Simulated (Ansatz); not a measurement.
**C₃H₉FS₃Sn: up Jacob's ladder to CCSD(T)**

How much do the methods differ for C₃H₉FS₃Sn? The plan is to run it at one geometry with functionals of several rungs and with coupled cluster, and see how far each lands from CCSD(T) at the basis-set limit for the atomisation energy.

The runs use Ansatz 0.2.0, Gaussian basis; functionals in def2-TZVPP, the program's frozen cores in correlated methods.

Plan: LDA (SPW92), PBE-D4, revPBE-D4, BLYP-D4, r2SCAN-D4, B97M-V, PBE0-D4, B3LYP-D4, r2SCANh-D4, r2SCAN0-D4, HSE06-D4, BHLYP-D4, CAM-B3LYP-D4, LC-ωPBE, ωB97X-V, ωB97M-V, B2PLYP, PBE-QIDH; CCSD(T)/def2-SVP; CCSD(T)/def2-TZVPP; MP2/def2-QZVPP; extrapolation to the limit; RPA on PBE.

## 1. The geometry

All runs share one geometry, relaxed beforehand with PBE0-D4 in a triple-zeta def2 set. Sn takes the def2 core potential; no spin-orbit term is included.

17 atoms, charge 0, spin multiplicity 1.

Atoms are counted from 1 here; the program's logs count them from 0.

Bond lengths: C1–S2 1.821 Å, C1–H9 1.090 Å, C1–H10 1.090 Å, C1–H11 1.090 Å, S2–Sn3 2.384 Å, Sn3–F4 1.927 Å, Sn3–S5 2.371 Å, Sn3–S7 2.371 Å, S5–C6 1.821 Å, C6–H12 1.090 Å, C6–H13 1.090 Å, C6–H14 1.089 Å, S7–C8 1.821 Å, C8–H15 1.090 Å, C8–H16 1.090 Å, C8–H17 1.089 Å. Angles: S2–C1–H9 111.4°, S2–C1–H10 111.4°, S2–C1–H11 106.1°, H9–C1–H10 109.9°, H9–C1–H11 108.9°, H10–C1–H11 108.9°, C1–S2–Sn3 97.5°, S2–Sn3–F4 100.9°, S2–Sn3–S5 112.9°, S2–Sn3–S7 112.9°, F4–Sn3–S5 109.0°, F4–Sn3–S7 109.0°, S5–Sn3–S7 111.6°, Sn3–S5–C6 98.3°, S5–C6–H12 105.9°, S5–C6–H13 111.4°, S5–C6–H14 110.9°, H12–C6–H13 109.1° and more.

Geometry (Å):

```mol
C3H9FS3Sn
  3D, bonds by distance, orders not assigned

 17 16  0  0  0  0  0  0  0  0999 V2000
   -0.3530    1.6637   -1.6450 C   0  0
   -0.8590    1.5037    0.0971 S   0  0
    0.1561   -0.6104    0.5249 Sn  0  0
   -0.3266   -0.8802    2.3703 F   0  0
    2.5200   -0.5518    0.3460 S   0  0
    2.8309    0.8636    1.4491 C   0  0
   -0.7733   -2.3602   -0.7780 S   0  0
   -2.5279   -2.0828   -0.3759 C   0  0
    0.7321    1.6836   -1.7438 H   0  0
   -0.7664    0.8606   -2.2546 H   0  0
   -0.7571    2.6147   -1.9918 H   0  0
    3.8897    1.0992    1.3425 H   0  0
    2.2419    1.7324    1.1563 H   0  0
    2.6240    0.6021    2.4854 H   0  0
   -3.0937   -2.7410   -1.0351 H   0  0
   -2.8208   -1.0507   -0.5667 H   0  0
   -2.7362   -2.3466    0.6596 H   0  0
  1  2  8  0
  2  3  8  0
  3  4  8  0
  3  5  8  0
  5  6  8  0
  3  7  8  0
  7  8  8  0
  1  9  8  0
  1 10  8  0
  1 11  8  0
  6 12  8  0
  6 13  8  0
  6 14  8  0
  8 15  8  0
  8 16  8  0
  8 17  8  0
M  END
```

## 2. LDA

This LDA is Slater exchange with PW92 correlation.

The input, in.yaml:

```yaml
crystal:
  periodic: [false, false, false]
  atoms:
    - {symbol: C, position_ang: [-0.352968, 1.663695, -1.644969]}
    - {symbol: S, position_ang: [-0.858980, 1.503657, 0.097105]}
    - {symbol: Sn, position_ang: [0.156118, -0.610423, 0.524854]}
    - {symbol: F, position_ang: [-0.326582, -0.880232, 2.370317]}
    - {symbol: S, position_ang: [2.519999, -0.551827, 0.346001]}
    - {symbol: C, position_ang: [2.830935, 0.863637, 1.449083]}
    - {symbol: S, position_ang: [-0.773338, -2.360245, -0.778010]}
    - {symbol: C, position_ang: [-2.527902, -2.082827, -0.375928]}
    - {symbol: H, position_ang: [0.732096, 1.683621, -1.743760]}
    - {symbol: H, position_ang: [-0.766372, 0.860591, -2.254588]}
    - {symbol: H, position_ang: [-0.757051, 2.614651, -1.991758]}
    - {symbol: H, position_ang: [3.889748, 1.099210, 1.342468]}
    - {symbol: H, position_ang: [2.241854, 1.732392, 1.156324]}
    - {symbol: H, position_ang: [2.623989, 0.602069, 2.485419]}
    - {symbol: H, position_ang: [-3.093720, -2.741008, -1.035133]}
    - {symbol: H, position_ang: [-2.820774, -1.050710, -0.566709]}
    - {symbol: H, position_ang: [-2.736153, -2.346552, 0.659585]}
basis:
  gaussian: {orbitals: def2-TZVPP}
hamiltonian: {xc: lda}
output: {orbitals: {seedname: orbitals}}
```

Run with:

```bash
$ ansatz run in.yaml --threads 4 --pin off --events-out ev --progress --plain --max-ram 66560MiB --backend cuda --devices 0, --max-vram 37GiB
```

The runs that follow: PBE-D4 (GGA); revPBE-D4 (GGA); BLYP-D4 (GGA); r2SCAN-D4 (meta-GGA); B97M-V (meta-GGA); B3LYP-D4 (hybrid); r2SCANh-D4 (hybrid); r2SCAN0-D4 (hybrid); HSE06-D4 (hybrid); BHLYP-D4 (hybrid); CAM-B3LYP-D4 (range-separated); LC-ωPBE (range-separated); ωB97X-V (range-separated); ωB97M-V (range-separated); B2PLYP (double hybrid); PBE-QIDH (double hybrid); CCSD(T) in def2-SVP; CCSD(T) in def2-TZVPP; MP2 in def2-QZVPP; RPA on PBE orbitals.

**Question.** What will the summary of the whole plan be? Wanted: atomisation energy, CCSD(T)/CBS; farthest beyond LDA; mean size of error, GGA; mean size of error, meta-GGA; mean size of error, hybrid; mean size of error, range-separated; mean size of error, double hybrid; gap, smallest and largest; T1 diagnostic.

The runs gave:

| quantity | value |
| --- | --- |
| atomisation energy, CCSD(T)/CBS | 6013.8 kJ/mol |
| functionals within 60.1 kJ/mol (1.0 %) | revPBE-D4, BLYP-D4, r2SCAN-D4, B97M-V, PBE0-D4, B3LYP-D4, r2SCANh-D4, HSE06-D4, CAM-B3LYP-D4, ωB97X-V, ωB97M-V |
| farthest beyond LDA | BHLYP-D4 (-213.0 kJ/mol) |
| mean size of error, GGA | 67.5 kJ/mol |
| mean size of error, meta-GGA | 15.6 kJ/mol |
| mean size of error, hybrid | 66.6 kJ/mol |
| mean size of error, range-separated | 35.8 kJ/mol |
| mean size of error, double hybrid | 96.4 kJ/mol |
| gap, smallest and largest | 3.23 eV (LDA (SPW92)), 10.41 eV (LC-ωPBE) |
| T1 diagnostic | 0.0127 |
| triples share of the correlation energy | 4.0 % |

What this shows: LDA overbinds by 862.1 kJ/mol (14 %). PBE-D4 is off by +102.4 kJ/mol. Double hybrids carry the basis error of their MP2 part in triple zeta, and no dispersion term here, so their miss is partly the set-up's. The rungs meta-GGA, range-separated miss on average by less than the doubt on the reference (60.1 kJ/mol), so they tie. The reference freezes the cores and leaves out spin-orbit coupling and excitations past (T), and its outer-core shells are covered unevenly, so misses under about 60.1 kJ/mol can't be ranked. All levels share the lack of spin-orbit coupling, which lowers the free heavy atoms and so the true binding. Hartree-Fock recovers 71 % of the binding; the rest is correlation. CCSD(T) in def2-SVP is off by -431.0 kJ/mol, which most functionals beat. Orbital gaps span 3.2 to 10.4 eV; exact exchange widens them. Correlated methods include outer-core shells of Sn, which these sets cover unevenly.
